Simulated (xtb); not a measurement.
# C2H4FNOSi (SMILES O[SiH]1CN=C1F): levels of theory compared

Aim: a comparison of 3 runs (GFN-FF, GFN2-xTB, GFN0-xTB) of C2H4FNOSi. 

The results are computed with xtb 6.7.1.

## (1) The system as given

C2H4FNOSi: 10 atoms, total charge 0, spin state singlet. SMILES: `O[SiH]1CN=C1F`. The shape was relaxed beforehand at GFN2-xTB. This is one conformer, not always the lowest.

Bond lengths: O1–Si2 1.615 Å, Si2–C3 1.940 Å, C3–N4 1.473 Å, Si2–C5 1.921 Å, N4–C5 1.272 Å, C5–F6 1.335 Å, O1–H7 0.955 Å, Si2–H8 1.447 Å, C3–H9 1.089 Å, C3–H10 1.091 Å. Some angles: O1–Si2–C3 121.2°, O1–Si2–C5 120.5°, C3–Si2–C5 66.9°, Si2–C3–N4 92.0°, C3–N4–C5 101.3°, Si2–C5–N4 99.7°, Si2–C5–F6 138.1°, N4–C5–F6 122.1°, O1–Si2–H8 103.9°, C3–Si2–H8 121.9°.

## (2) Energy and gradient at GFN-FF (run 1)

.CHRG

```
0
```

.UHF

```
0
```

struc.tmol

```
$coord
     -0.322425071384     -3.922863564849     -0.959092700031  o
      0.974361687118     -1.162389436519     -0.826301645254  si
      0.515479492275      1.011702675341      2.088619799243  c
     -0.926116979157      2.869341250371      0.600025839091  n
     -0.963268994767      1.817406305836     -1.560498039193  c
     -2.099636902549      2.877353689139     -3.548300949687  f
     -1.978618841528     -4.310049550524     -0.357403901950  h
      3.424712861137     -1.532378914459     -1.982020348552  h
      2.173581885806      1.922758537284      2.896232053124  h
     -0.640654950771      0.332554003412      3.654201201711  h
$end
```

Launch:

```
xtb struc.tmol --gff --grad -P 1 | tee struc.out
```

What it wrote:

```text
* xtb version 6.7.1
[...]
         ::                     SUMMARY                     ::
         :::::::::::::::::::::::::::::::::::::::::::::::::::::
         :: total energy              -1.513457070590 Eh    ::
         :: gradient norm              0.077271022803 Eh/a0 ::
         ::.................................................::
         :: bond energy               -1.548244284240 Eh    ::
         :: angle energy               0.043678265357 Eh    ::
         :: torsion energy             0.002050081426 Eh    ::
         :: repulsion energy           0.093260171743 Eh    ::
         :: electrostat energy        -0.100573916416 Eh    ::
         :: dispersion energy         -0.004511830193 Eh    ::
         :: HB energy                 -0.000000003451 Eh    ::
         :: XB energy                  0.000000000000 Eh    ::
         :: bonded atm energy          0.000884445185 Eh    ::
         :: external energy            0.000000000000 Eh    ::
         :: add. restraining           0.000000000000 Eh    ::
         :: total charge               0.000000000000 e     ::
[...]
molecular dipole:
                 x           y           z       tot (Debye)
 q only:        0.667      -0.718       1.037       3.627
           -------------------------------------------------
          | TOTAL ENERGY               -1.513457070590 Eh   |
          | GRADIENT NORM               0.077271022803 Eh/α |
           -------------------------------------------------
########################################################################
[WARNING] Runtime exception occurred
-1- gfnff_setup: Could not read topology file.
########################################################################
[...]
```

Standard error:

```text
normal termination of xtb
```

Run time: 0.018 s. Hardware: 1 thread of Arm Neoverse V1, shared host.

## (3) Energy and gradient at GFN2-xTB (run 2)

input.xyz

```xyz
10
start
O     -0.17062    -2.07589    -0.50753
Si     0.51561    -0.61511    -0.43726
C      0.27278     0.53537     1.10525
N     -0.49008     1.51839     0.31752
C     -0.50974     0.96173    -0.82578
F     -1.11108     1.52263    -1.87768
H     -1.04704    -2.28078    -0.18913
H      1.81228    -0.81090    -1.04884
H      1.15021     1.01748     1.53262
H     -0.33902     0.17598     1.93372
```

Launch:

```
xtb input.xyz --chrg 0 --grad --gfn 2 --json > xtb.out 2> xtb.err
```

What it wrote:

```text
* xtb version 6.7.1
[...]
          :  # basis functions                  34          :
[...]
          :  # electrons                        34          :
[...]
          :  Hamiltonian                  GFN2-xTB          :
[...]
          :  net charge                          0          :
          :  unpaired electrons                  0          :
[...]
   *** convergence criteria satisfied after 12 iterations ***
[...]
         ::                     SUMMARY                     ::
         :::::::::::::::::::::::::::::::::::::::::::::::::::::
         :: total energy             -19.751231537024 Eh    ::
         :: gradient norm              0.000484752904 Eh/a0 ::
         :: HOMO-LUMO gap              3.063244841007 eV    ::
         ::.................................................::
         :: SCC energy               -19.909722113851 Eh    ::
         :: -> isotropic ES            0.055319610500 Eh    ::
         :: -> anisotropic ES          0.001500817906 Eh    ::
         :: -> anisotropic XC          0.006400684229 Eh    ::
         :: -> dispersion             -0.005848740106 Eh    ::
         :: repulsion energy           0.158490576827 Eh    ::
         :: add. restraining           0.000000000000 Eh    ::
         :: total charge               0.000000000000 e     ::
         :::::::::::::::::::::::::::::::::::::::::::::::::::::
[...]
        17        2.0000           -0.3707644             -10.0890 (HOMO)
        18                         -0.2581922              -7.0258 (LUMO)
[...]
          | TOTAL ENERGY              -19.751231537024 Eh   |
          | GRADIENT NORM               0.000484752904 Eh/α |
          | HOMO-LUMO GAP               3.063244841007 eV   |
           -------------------------------------------------
[...]
```

Standard error:

```text
normal termination of xtb
```

It took 0.03 s on 1 thread of Arm Neoverse V1, shared host.

## (4) Energy and forces at GFN0-xTB (run 3)

xcontrol

```
$chrg 0
$spin 0
$end
```

geom.xyz

```xyz
10
start
O     -0.17062000    -2.07589000    -0.50753000
Si     0.51561000    -0.61511000    -0.43726000
C      0.27278000     0.53537000     1.10525000
N     -0.49008000     1.51839000     0.31752000
C     -0.50974000     0.96173000    -0.82578000
F     -1.11108000     1.52263000    -1.87768000
H     -1.04704000    -2.28078000    -0.18913000
H      1.81228000    -0.81090000    -1.04884000
H      1.15021000     1.01748000     1.53262000
H     -0.33902000     0.17598000     1.93372000
```

Launch:

```
xtb geom.xyz --grad --gfn 0 --input xcontrol > run.log
```

What it wrote:

```text
* xtb version 6.7.1
[...]
          :  # basis functions                  38          :
[...]
          :  # electrons                        34          :
[...]
 Zeroth order Hamiltonian       ...        0 min,  0.000 sec ( 15.758%)
[...]
         ::                     SUMMARY                     ::
         :::::::::::::::::::::::::::::::::::::::::::::::::::::
         :: total energy             -18.266178442887 Eh    ::
         :: gradient norm              0.069667448195 Eh/a0 ::
         :: HOMO-LUMO gap              3.056618049528 eV    ::
         ::.................................................::
         :: H0 energy                -18.256589673583 Eh    ::
         :: repulsion energy           0.169069677225 Eh    ::
         :: electrostat energy        -0.139996984396 Eh    ::
         :: -> Gsolv                   0.000000000000 Eh    ::
         ::    -> Gsasa                0.000000000000 Eh    ::
         ::    -> Gshift               0.000000000000 Eh    ::
         :: dispersion energy         -0.002687901394 Eh    ::
         :: short-range corr.         -0.035973560740 Eh    ::
         :: add. restraining           0.000000000000 Eh    ::
         :: total charge              -0.000000000000 e     ::
         :::::::::::::::::::::::::::::::::::::::::::::::::::::
[...]
        17        2.0000           -0.4031454             -10.9701 (HOMO)
        18                         -0.2908168              -7.9135 (LUMO)
[...]
          | TOTAL ENERGY              -18.266178442887 Eh   |
          | GRADIENT NORM               0.069667448195 Eh/α |
          | HOMO-LUMO GAP               3.056618049528 eV   |
           -------------------------------------------------
[...]
```

Standard error:

```text
normal termination of xtb
```

Wall time 0.026 s (1 thread of Arm Neoverse V1, shared host).

## (5) All runs side by side

| run | level | energy (Eh) | dipole moment (D) | dispersion energy (kJ/mol) | largest force (eV/Å) | wall time |
| --- | --- | --- | --- | --- | --- | --- |
| 1 | GFN-FF | -1.513457 | 3.63 | -11.85 | 2.369 | 0.018 s |
| 2 | GFN2-xTB | -19.751232 | 3.84 | -15.36 | 0.015 | 0.03 s |
| 3 | GFN0-xTB | -18.266178 | 4.92 | -7.06 | 2.831 | 0.026 s |

## (6) Outcome

| quantity | value |
| --- | --- |
| run 3: total energy | -18.26618 Eh |
| run 3: dipole moment | 4.92 D |
| run 3: HOMO energy | -10.97 eV |
| run 3: LUMO energy | -7.91 eV |
| run 3: HOMO–LUMO gap | 3.06 eV |
| run 3: dispersion energy | -7.06 kJ/mol |
| run 3: largest force on an atom | 2.831 eV/Å |
| run 3: mean polarisability (D4 model) | 64.2 bohr³ |

In words: The dipole moment (its size) runs from 3.63 D (GFN-FF) to 4.92 D (GFN0-xTB). Force-field and semi-empirical energies have zeros of their own, so their totals don't compare. All runs together took 0.074 s, the longest 0.03 s.
